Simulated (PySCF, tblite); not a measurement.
# GeH₆N₂P radical: geometry, infrared bands and EPR parameters

What infrared bands and EPR parameters should GeH₆N₂P radical (`[NH][Ge@@H]([NH2])[PH2]`) show?

Computed with tblite 0.8.0 and PySCF 2.14.0, with density-fitted response routines of our own, on a single molecule in the gas phase. Atoms count from 0, in the outputs and in this text.

### Step 1. Starting geometry

10 atoms, charge 0, multiplicity 2; geometry from: force field or distance geometry start.

Bonds of the start (Å): N0–Ge1 1.86, Ge1–N2 1.88, Ge1–P3 2.28, N0–H4 1.05, Ge1–H5 1.54, N2–H6 1.03, N2–H7 1.04, P3–H8 1.44, P3–H9 1.45.

### Step 2. Optimising the geometry with GFN2-xTB

The job: settings as JSON, then the geometry in Å.

```
{"job": {"kind": "relax", "xc": "GFN2-xTB", "basis": "xTB"}, "charge": 0, "multiplicity": 2}
N      0.336200     1.952500     0.813500
Ge     0.150800     0.419700    -0.231300
N      1.836800    -0.384700    -0.431600
P     -1.257800    -1.040600     0.810500
H     -0.631600     2.358300     0.917700
H     -0.425600     0.787100    -1.613800
H      2.148400    -0.663900     0.513400
H      1.680000    -1.255700    -0.972900
H     -2.437100    -0.267400     0.518200
H     -1.391200    -1.900600    -0.346300
```

Started as:

```sh
$ OMP_NUM_THREADS=1 python probes_run.py task.json out
```

This one command runs all jobs of the session in turn.

**Question.** This job is followed by: GFN2-xTB harmonic vibrations, gas phase; UKS B3LYP, def2-TZVP-core on Ge, pcH-1 on H N P, non-relativistic, mean-field spin-orbit, GIAO. What will the session give for the following? strongest single infrared mode (GFN2-xTB); zero-point energy (GFN2-xTB); g(iso) (B3LYP); ⟨S²⟩; largest a(iso) (averaged by class); potential on the surface of density 0.002 e/bohr³, 1st and 99th percentile.

The runs gave:

| quantity | value |
| --- | --- |
| strongest single infrared mode (GFN2-xTB) | 1768 cm⁻¹, 386 km/mol |
| zero-point energy (GFN2-xTB) | 38.0 kcal/mol |
| g(iso) (B3LYP) | 2.00451 |
| ⟨S²⟩ | 0.760 (exact 0.75) |
| largest a(iso) (averaged by class) | 1H on H4, -47.3 MHz |
| potential on the surface of density 0.002 e/bohr³, 1st and 99th percentile | -1.50 V and 1.55 V |

**Reading.** Over 159 steps the energy fell by 0.603 eV; of the close pairs, N0–Ge1 changed most, 1.864 to 1.733 Å. No mode is imaginary among the 24: a minimum at this level. The strongest single mode, at 1768 cm⁻¹, moves mainly H5. GFN2-xTB is a fitted tight-binding method: band positions and strengths are rough. Its intensities can rank the bands wrongly. The largest share of the spin, 0.82 e, sits on N0. The isotropic g lies 2.2 ppt above the free-electron value. The hyperfine terms hold no scalar relativity, which the heavier nuclei need. The conformer search found further structures of the same energy, which may be mirror or relabelled copies of this one.
